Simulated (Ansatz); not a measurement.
# CH₃BO₂: small, medium and large basis sets

An exercise on one series of results from a longer session: the logs are not shown, and one member is left open.

Method: one geometry, several basis sets; program: Ansatz 0.2.0, Gaussian basis.

Levels to be run: PBE0-D4/def2-SVP; ωB97M-V/def2-SVP; PBE0-D4/def2-QZVPP; ωB97M-V/def2-QZVPP; the functionals' def2-TZVPP values are taken from earlier runs.

### The relaxed structure

All runs share one geometry, relaxed beforehand with PBE0-D4 in a triple-zeta def2 set.

SMILES `B1OCO1`, 7 atoms, charge 0, spin multiplicity 1.

Atoms are counted from 1 here; the program's logs count them from 0.

Bond lengths: B1–O2 1.381 Å, B1–O4 1.381 Å, B1–H5 1.186 Å, O2–C3 1.426 Å, C3–O4 1.426 Å, C3–H6 1.092 Å, C3–H7 1.092 Å. Angles: O2–B1–O4 98.3°, O2–B1–H5 130.8°, O4–B1–H5 130.8°, B1–O2–C3 83.7°, O2–C3–O4 94.2°, O2–C3–H6 112.3°, O2–C3–H7 112.3°, O4–C3–H6 112.3°, O4–C3–H7 112.3°, H6–C3–H7 112.2°, B1–O4–C3 83.7°.

The first run:

The input, in.yaml:

```yaml
crystal:
  periodic: [false, false, false]
  atoms:
    - {symbol: B, position_ang: [-0.809559, 0.395900, -0.554864]}
    - {symbol: O, position_ang: [-0.617020, 0.250902, 0.804902]}
    - {symbol: C, position_ang: [0.629328, -0.317312, 0.409302]}
    - {symbol: O, position_ang: [0.385243, -0.146765, -0.985004]}
    - {symbol: H, position_ang: [-1.720612, 0.847478, -1.165338]}
    - {symbol: H, position_ang: [0.712430, -1.369546, 0.689612]}
    - {symbol: H, position_ang: [1.481490, 0.271343, 0.755690]}
basis:
  gaussian: {orbitals: def2-SVP}
hamiltonian: {xc: pbe0, dispersion: d4}
output: {orbitals: {seedname: orbitals}}
```

On the command line:

```sh
ansatz run in.yaml --threads 2 --pin off --events-out ev --progress --plain --max-ram 4352MiB
```

Steps of the session up to this table: PBE0-D4 in def2-SVP; ωB97M-V in def2-SVP; PBE0-D4 in def2-QZVPP; ωB97M-V in def2-QZVPP.

One table of the session follows, with a row left open; its other results are not shown here.

It belongs to the step «Density functionals: the series». 

```
functional       basis  HOMO (eV)  LUMO (eV)
   PBE0-D4    def2-SVP      -9.26       0.57
   PBE0-D4  def2-TZVPP      -9.41       0.28
   PBE0-D4  def2-QZVPP          ?          ?
   ωB97M-V    def2-SVP     -11.70       2.62
   ωB97M-V  def2-TZVPP     -11.88       2.01
   ωB97M-V  def2-QZVPP     -11.91       1.59
```

Q: Estimate the row for PBE0-D4, def2-QZVPP from the others.

**Answer.** HOMO (eV): -9.45; LUMO (eV): 0.17. In the column «HOMO (eV)» it lies between ωB97M-V, def2-SVP (-11.70) and PBE0-D4, def2-TZVPP (-9.41).
